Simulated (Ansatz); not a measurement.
# MgIF: what a guessed cell relaxes into

Where does this trial cell of MgIF go when cell and atoms are let free?

Method: DFT PBE, scalar-relativistic, plane waves, PAW, in Ansatz 0.2.0.

### Step 1. The system as given

Symmetry: P3m1, No. 156, trigonal system. The conventional cell has a = 4.474 Å, b = 4.474 Å, c = 17.000 Å, α = 90.00°, β = 90.00°, γ = 120.00°. Mg (site symmetry 3m) has 3 F at 2.68 Å as nearest neighbours. Around I (site symmetry 3m) lie 1 F at 1.46 Å. Around F (site symmetry 3m) lie 1 I at 1.46 Å.

As a file:

```cif
data_structure
_symmetry_space_group_name_H-M 'P3m1'
_symmetry_Int_Tables_number 156
_cell_length_a 4.4739
_cell_length_b 4.4739
_cell_length_c 17.0000
_cell_angle_alpha 90.000
_cell_angle_beta 90.000
_cell_angle_gamma 120.000
_cell_volume 294.68
loop_
_atom_site_label
_atom_site_type_symbol
_atom_site_symmetry_multiplicity
_atom_site_Wyckoff_symbol
_atom_site_fract_x
_atom_site_fract_y
_atom_site_fract_z
_atom_site_occupancy
Mg1 Mg 1 a 0.00000 0.00000 0.56382 1
I1 I 1 c 0.66667 0.33333 0.43618 1
F1 F 1 c 0.66667 0.33333 0.52208 1
```

Recipe of the guess: random sheet by layer group and Wyckoff sites. Lengths come from tabulated atomic sizes and are only a guess.

Only a and b are periodic; c spans vacuum, so the box's volume, pressure and space group aren't properties of the sheet.

### Step 2. A first look at the guess

input.yaml

```yaml
crystal:
  lattice:
    - [4.473901, 0.0, 0.0]
    - [-2.23695, 3.874512, 0.0]
    - [0.0, 0.0, 17.0]
  atoms:
    - { symbol: Mg, position: [0.0, 0.0, 0.5638249] }
    - { symbol: I, position: [0.66666667, 0.33333333, 0.4361751] }
    - { symbol: F, position: [0.66666667, 0.33333333, 0.52207862] }
  periodic: [true, true, false]
basis:
  ecutwfc: 420
kpoints:
  mp_grid: { grid: [6, 6, 1] }
hamiltonian:
  xc: pbe
scf:
  occupations: { method: gaussian, width: 0.1 }
  lower_state_search: "off"
output:
  forces: true
  stress: true
  eigenvalues: true
```

On the command line:

```sh
$ ansatz run input.yaml --threads 1 --pin off --max-ram 2560MiB --backend cpu --events-out ev --progress --plain --runs-dir out
```

Further runs follow: a loose first relaxation; final relaxation.

What does the calculation give? Wanted: relaxed cell; area; thickness between outermost nuclei; energy over the elements; gap on the mesh.

**Answer**, as computed:

| quantity | value |
| --- | --- |
| symmetry at the end (tolerance 0.02 Å) | layer group p3m1 (No. 69) |
| relaxed cell | a = 3.667 Å, b = 3.667 Å, γ = 120.0° |
| area | 3.88 Å²/atom |
| thickness between outermost nuclei | 2.95 Å |
| energy over the elements (uncorrected; H, N, O, F and Cl as molecules) | -1.71 eV/atom |
| gap on the mesh | 0.72 eV |

**Reading.** The layer group p3m1 (No. 69) is kept, and the area per atom shrinks by 32.8 % from the first guess. It lies below the elements, which doesn't yet make it stable: competing phases were not computed in this session. No finished test with a distortion of lower symmetry is shown, so the end may be a saddle point. Spin-orbit coupling is left out, which matters for the bands of I. Where forces pass 15 eV/Å atoms stand far too close, the PAW spheres overlap strongly and those numbers are rough.
